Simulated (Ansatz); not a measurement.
# SnTe2: the cost of one run

Method: reference: DFT, HSE06, plane waves, PAW, in Ansatz 0.2.0.

7 further runs of the same task are left out: 7 that didn't finish.

### Step 1. The starting structure

Symmetry: R-3m, No. 166, trigonal system. The conventional cell has a = 4.177 Å, b = 4.177 Å, c = 18.873 Å, α = 90.00°, β = 90.00°, γ = 120.00°. Sn (site symmetry -3m) has 6 Te at 2.97 Å as nearest neighbours. Te (site symmetry 3m) is surrounded by 3 Sn at 2.97 Å.

Coordinates:

```
CELL_PARAMETERS angstrom
2.08831 1.20569 6.29096
-2.08831 1.20569 6.29096
0.00000 -2.41137 6.29096
ATOMIC_POSITIONS crystal
Sn 0.00000 0.00000 0.00000
Te 0.24137 0.24137 0.24137
Te 0.75863 0.75863 0.75863
```

### Step 2. Reference

Contents of input.yaml:

```yaml
crystal:
  lattice:
    - [2.0883103896, 1.2056865656, 6.2909642815]
    - [-2.0883103896, 1.2056865656, 6.2909642815]
    - [0.0, -2.4113731312, 6.2909642815]
  atoms:
    - { symbol: Sn, position: [0.0, 0.0, 0.0] }
    - { symbol: Te, position: [0.2413664391, 0.2413664391, 0.2413664391] }
    - { symbol: Te, position: [0.7586335609, 0.7586335609, 0.7586335609] }
kpoints:
  mp_grid: { grid: [4, 4, 4] }
hamiltonian:
  xc: hse06
scf:
  occupations: { method: fermi_dirac, width: 0.02 }
  n_extra_bands: 4
output:
  forces: true
  stress: true
  eigenvalues: true
```

Run with:

```console
$ ansatz run input.yaml --threads 4 --pin off --max-ram 3686MiB --backend cpu --events-out ev --progress --plain --runs-dir out
```

**Question.** How long does this run take on 4 threads of an x86-64 CPU, shared host, and how much memory does it need?

About 60 s, with a peak of 1.6 GiB.
